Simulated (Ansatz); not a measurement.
# Yb2Zr: the cost of one run

Program: Ansatz 0.2.0. Level of theory: DFT PBE, scalar-relativistic, plane waves, PAW. These are calculated values, not measurements.

**1. The starting structure**

Symmetry: P6/mmm, No. 191, hexagonal system. The conventional cell has a = 4.683 Å, b = 4.683 Å, c = 3.317 Å, α = 90.00°, β = 90.00°, γ = 120.00°. Yb (site symmetry -6m2) has 3 Yb at 2.70 Å as nearest neighbours. Around Zr (site symmetry 6/mmm) lie 12 Yb at 3.17 Å and 2 Zr at 3.32 Å.

Coordinates:

```
CELL_PARAMETERS angstrom
4.68326 0.00000 0.00000
-2.34163 4.05582 0.00000
0.00000 0.00000 3.31706
ATOMIC_POSITIONS crystal
Yb 0.66667 0.33333 0.50000
Yb 0.33333 0.66667 0.50000
Zr 0.00000 0.00000 0.00000
```

Recipe of the guess: species swapped into a database cell of HoCd2 (P6/mmm, No. 191), with Zr on the Ho sites and Yb on the Cd sites. The dimensions are guesses.

**2. A first look at the guess**

Contents of input.yaml:

```yaml
crystal:
  lattice:
    - [4.68325588, 0.0, 0.0]
    - [-2.34162794, 4.05581856, 0.0]
    - [0.0, 0.0, 3.31706149]
  atoms:
    - { symbol: Yb, position: [0.66666667, 0.33333333, 0.5] }
    - { symbol: Yb, position: [0.33333333, 0.66666667, 0.5] }
    - { symbol: Zr, position: [0.0, 0.0, 0.0] }
basis:
  ecutwfc: 420
kpoints:
  mp_grid: { grid: [6, 6, 6] }
hamiltonian:
  xc: pbe
scf:
  occupations: { method: gaussian, width: 0.1 }
  lower_state_search: "off"
output:
  forces: true
  stress: true
  eigenvalues: true
```

The run is started by

```console
> ansatz run input.yaml --threads 1 --pin off --max-ram 2560MiB --backend cpu --events-out ev --progress --plain --runs-dir out
```

**Question.** How long does this run take on 1 thread of Intel Xeon, shared host, and how much memory does it need?

About 4.3 s, with a peak of 0.4 GiB.
